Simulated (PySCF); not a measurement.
**A diatomic session: NaSn+**

One table from this session's results is given with a row withheld; the runs are named, their logs left out.

Program: PySCF 2.14.0. Level of theory: Na def2-SVP, Sn def2-SVP with ECP28, scalar-relativistic core potentials. These are calculated values, not measurements.

The first run:

The job is set up so:

```
atoms                         : Na, Sn
charge                        : 1
basis                         : Na def2-SVP, Sn def2-SVP with ECP28
Hamiltonian                   : scalar-relativistic core potentials
basis functions               : 41
electrons treated             : 32
masses in u                   : 22.9898, 119.9022
levels                        : PBE0, PBE, r²SCAN, B97-3, M06-L, MN15, LC-ωPBE, HF, MP2, SCS-MP2, CCSD, CCSD(T)
grid                          : 80 radial by 434 angular points
occupations                   : held fixed by the projection of orbital angular momentum
dissociation limit            : Na+ + Sn, each in its ground configuration
starting distance in angstrom : 3.025
values of 2S to try           : 0, 2
```

Started as:

```console
$ OMP_NUM_THREADS=1 python dia.py task.json out
```

Among the steps run: The job; First curve: PBE0; Other states along the same grid; PBE (GGA); r²SCAN; B97-3 (global hybrid GGA); M06-L (meta-GGA); MN15; LC-ωPBE (range-separated hybrid); UHF (mean field); Correlated methods on the Hartree–Fock reference.

One table of the session follows, with a row left open; its other results are not shown here.

```
      level  Re (Å)  ωe (cm⁻¹)  De (eV)
        UHF   3.494      102.6    0.484
    UHF-MP2   3.458      106.8     0.50
UHF-SCS-MP2   3.464      106.2    0.497
   UHF-CCSD   3.460      106.9     0.50
UHF-CCSD(T)   3.457      107.3     0.51
        PBE   3.433      103.0     0.66
     r²SCAN       ?          ?        ?
      M06-L   3.482      104.0    0.492
       PBE0   3.409      106.5     0.60
      B97-3   3.433      106.3     0.53
       MN15   3.424      103.5     0.50
    LC-ωPBE   3.378      109.7     0.53
```

Q: Estimate the row for r²SCAN from the others.

**Answer.** Re (Å): 3.437; ωe (cm⁻¹): 104.0; De (eV): 0.56. In the column «Re (Å)» it lies between B97-3 (3.433) and UHF-CCSD(T) (3.457).

De is counted to Na+ + Sn in their ground configurations.
